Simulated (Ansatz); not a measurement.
# H6SbSi2: the cost of one run

The runs use Ansatz 0.2.0; UKS wB97X-V/def2-SVP.

## 1. Starting geometry

SMILES `[SiH3][Sb][SiH3]`, 9 atoms, charge 0, spin multiplicity 2.

Atoms are counted from 1 here; the program's logs count them from 0.

Bond lengths: Si1–Sb2 2.596 Å, Si1–H4 1.508 Å, Si1–H5 1.506 Å, Si1–H6 1.508 Å, Sb2–Si3 2.596 Å, Si3–H7 1.506 Å, Si3–H8 1.508 Å, Si3–H9 1.508 Å. Angles: Sb2–Si1–H4 110.7°, Sb2–Si1–H5 110.2°, Sb2–Si1–H6 110.7°, H4–Si1–H5 108.6°, H4–Si1–H6 108.1°, H5–Si1–H6 108.6°, Si1–Sb2–Si3 87.9°, Sb2–Si3–H7 110.2°, Sb2–Si3–H8 110.7°, Sb2–Si3–H9 110.6°, H7–Si3–H8 108.6°, H7–Si3–H9 108.6°, H8–Si3–H9 108.1°.

Geometry (Å):

```
Si   -0.7838    1.2202   -1.0597
Sb    1.6985    0.5368   -0.7238
Si    0.8841   -1.2048    1.0211
H    -1.6020    0.0418   -1.5234
H    -0.8871    2.3121   -2.0918
H    -1.3763    1.7233    0.2323
H     2.0559   -1.9707    1.5765
H    -0.0738   -2.1831    0.3899
H     0.1730   -0.5217    2.1618
```

## 2. Relaxation

input.yaml reads:

```yaml
crystal:
  periodic: [false, false, false]
  atoms:
    - { symbol: Si, position_ang: [-0.783814, 1.22018, -1.059674] }
    - { symbol: Sb, position_ang: [1.698478, 0.536827, -0.723802] }
    - { symbol: Si, position_ang: [0.884116, -1.204818, 1.021131] }
    - { symbol: H, position_ang: [-1.601991, 0.041782, -1.523372] }
    - { symbol: H, position_ang: [-0.887094, 2.312088, -2.091757] }
    - { symbol: H, position_ang: [-1.376335, 1.723327, 0.232258] }
    - { symbol: H, position_ang: [2.055902, -1.970729, 1.576505] }
    - { symbol: H, position_ang: [-0.073786, -2.183112, 0.389913] }
    - { symbol: H, position_ang: [0.173024, -0.521744, 2.161797] }
magnetization:
  spin_polarized: true
  initial_magnetization: 1
basis:
  gaussian: { orbitals: def2-SVP }
hamiltonian:
  xc: { name: wB97X-V }
output:
  forces: true
relax:
  f_tol: 0.003
  max_steps: 120
```

Command:

```sh
ansatz run input.yaml --threads 1 --pin off --max-ram 2560MiB --backend cpu --events-out ev --progress --plain --runs-dir out
```

Q: Estimate wall time and peak memory on 1 thread of Arm Neoverse V1, shared host.

About 2.2 min, with a peak of 0.47 GiB.
